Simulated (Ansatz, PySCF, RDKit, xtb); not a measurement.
**Solving AlSi2H5F2, step by step**

Task: start from the formula AlSi2H5F2, draw up candidate structures, narrow them down in stages, and characterise the one that lies lowest at 298.15 K.

The funnel: GFN2-xTB relaxations, single points with a density functional, relaxations at B3LYP/6-31G*, harmonic vibrations, and a last energy at a higher level. All values are calculated.

7 further runs of the same task are left out: 7 set aside as unsound or not needed.

### 1 Drawing up candidates

A program enumerates the bonding patterns with one Lewis structure each (two rings at most, one unusual centre or charged pair), with their diastereomers. O–O, O–halogen and N–halogen bonds and N–N–N chains are not drawn. That gives 20 candidates.

c062 F[SiH](F)[SiH+][AlH3-]; c098 F[SiH](F)[SiH2][AlH2]; c124 F[Si](F)([AlH2])[SiH3]; c221 [F][AlH][SiH2][SiH2]F; c266 F[SiH](F)[AlH][SiH3]; c272 [F][AlH2-][Si+](F)[SiH3]; c463 F[SiH2][Al]([F])[SiH3]; c466 [F][AlH2-][SiH+][SiH2]F; c478 F[SiH2][Si+](F)[AlH3-]; c517 F[SiH2][Al@H-]([F])[SiH2+]; c520 F[SiH2][AlH][SiH2]F; c650 F[SiH+][Al@H-]([F])[SiH3]; c687 [F][Al-]([F])([SiH2+])[SiH3]; c732 [F][AlH-]([F])[SiH+][SiH3]; c758 F[Si+](F)[AlH2-][SiH3]; c795 F[SiH2][Si@H](F)[AlH2]; c823 F[SiH+][AlH2-][SiH2]F; c867 [F][Al]([F])[SiH2][SiH3]; c922 [F][AlH][Si@H](F)[SiH3]; c968 F[SiH](F)[AlH2-][SiH2+].

Candidates are built by distance geometry, with a force field where one applies, in up to four conformers (letters a to d). 16 starts with atoms placed at random are added, to find patterns that the rules miss.

**Question.** With final energies at CCSD(T)/def2-SVP + MP2/def2-TZVPP - MP2/def2-SVP, which structure will this search put lowest in free energy, and by what margin?

| quantity | value |
| --- | --- |
| lowest structure found | [F][Al]([F])[SiH2][SiH3], singlet, Cs |
| next finalist | [F][AlH]1[F][SiH2][SiH2]1 ‡, singlet, 15.4 kcal/mol higher in G |
| share at equilibrium, among the finalists | 100.0 % |
| harmonic wavenumbers, lowest and highest (B3LYP/6-31G*) | 20 and 2252 cm⁻¹ |
| rotational constants, same geometry | 0.1221, 0.03304, 0.03157 cm⁻¹ |
| dipole moment (PBE0/def2-TZVPD) | 2.26 D |
| HOMO energy (PBE0/def2-TZVPD) | -8.37 eV |
| LUMO energy (PBE0/def2-TZVPD) | -1.70 eV |
| HOMO–LUMO gap (PBE0/def2-TZVPD) | 6.67 eV |
| lowest excitation (TD-PBE0/def2-SVPD) | 5.91 eV (f = 0.208) |
| strongest of the states computed, same level | 6.49 eV (f = 0.298) |
| lowest triplet excitation, same level, Tamm-Dancoff | 4.62 eV |
| vertical ionisation energy | 10.24 eV |
| vertical electron affinity | 0.28 eV |
| vertical triplet less singlet | +4.53 eV |

The search ends on `[F][Al]([F])[SiH2][SiH3]`. Among the finalists first place is clear (15.4 kcal/mol); structures outside the list aren't covered. B3LYP/6-31G*, HF/def2-SVP and MP2/def2-SVP already put its bonding pattern lowest among the structures in one piece. 17 minima inside the window were never screened. The search is not exhaustive (a finite list of starts, one conformer a finalist), so a lower isomer can't be ruled out. Patterns outside the rules of the enumeration were met only by chance. The lowest isomer need not be the one that is made and kept in a bottle, which depends on barriers.

‡ marks the bonded skeleton alone, with all bonds drawn single: no Lewis structure was assigned that passes a check against the bond lengths.
